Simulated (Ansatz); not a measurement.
# F₃GaH₃P: basis-set convergence

The task here is to estimate one member of a computed series from the others.

Computed with Ansatz 0.2.0, Gaussian basis. Level: one geometry, several basis sets.

Levels to be run: PBE0-D4/def2-SVP; ωB97M-V/def2-SVP; PBE0-D4/def2-QZVPP; ωB97M-V/def2-QZVPP; the functionals' def2-TZVPP values are taken from earlier runs.

## Structure used throughout

All runs share one geometry, relaxed beforehand with PBE0-D4 in a triple-zeta def2 set.

SMILES `[F][Ga-]([F])([F])[PH3+]`, 8 atoms, charge 0, spin multiplicity 1.

Atoms are counted from 1 here; the program's logs count them from 0.

Bond lengths: F1–Ga2 1.754 Å, Ga2–F3 1.754 Å, Ga2–F4 1.754 Å, Ga2–P5 2.493 Å, P5–H6 1.406 Å, P5–H7 1.406 Å, P5–H8 1.406 Å. Angles: F1–Ga2–F3 117.0°, F1–Ga2–F4 117.0°, F1–Ga2–P5 100.2°, F3–Ga2–F4 117.0°, F3–Ga2–P5 100.1°, F4–Ga2–P5 100.2°, Ga2–P5–H6 117.2°, Ga2–P5–H7 117.2°, Ga2–P5–H8 117.2°, H6–P5–H7 100.7°, H6–P5–H8 100.7°, H7–P5–H8 100.7°.

The first run:

in.yaml reads:

```yaml
crystal:
  periodic: [false, false, false]
  atoms:
    - {symbol: F, position_ang: [-0.150421, -2.040264, 1.276939]}
    - {symbol: Ga, position_ang: [0.736087, -1.171020, 0.038419]}
    - {symbol: F, position_ang: [2.309345, -0.537026, 0.483892]}
    - {symbol: F, position_ang: [0.540587, -1.722957, -1.614626]}
    - {symbol: P, position_ang: [-0.581201, 0.944092, -0.044220]}
    - {symbol: H, position_ang: [-1.670515, 1.058755, 0.837469]}
    - {symbol: H, position_ang: [-1.197177, 1.271461, -1.265094]}
    - {symbol: H, position_ang: [0.105494, 2.139760, 0.231321]}
basis:
  gaussian: {orbitals: def2-SVP}
hamiltonian: {xc: pbe0, dispersion: d4}
output: {orbitals: {seedname: orbitals}}
```

Command:

```console
> ansatz run in.yaml --threads 4 --pin off --events-out ev --progress --plain --max-ram 10444MiB
```

Among the steps run: PBE0-D4 in def2-SVP; ωB97M-V in def2-SVP; PBE0-D4 in def2-QZVPP; ωB97M-V in def2-QZVPP.

One of the session's tables, all rows but one given; the rest of the session is left out.

It belongs to the step «Functionals by basis». 

| functional | basis | HOMO (eV) |
| --- | --- | --- |
| PBE0-D4 | def2-SVP | -9.63 |
| PBE0-D4 | def2-TZVPP | -9.80 |
| PBE0-D4 | def2-QZVPP | -9.84 |
| ωB97M-V | def2-SVP | -11.86 |
| ωB97M-V | def2-TZVPP | ? |
| ωB97M-V | def2-QZVPP | -12.08 |

**Question.** Estimate the row for ωB97M-V, def2-TZVPP.

As computed: HOMO (eV): -12.03. In the column «HOMO (eV)» it lies between ωB97M-V, def2-QZVPP (-12.08) and ωB97M-V, def2-SVP (-11.86).
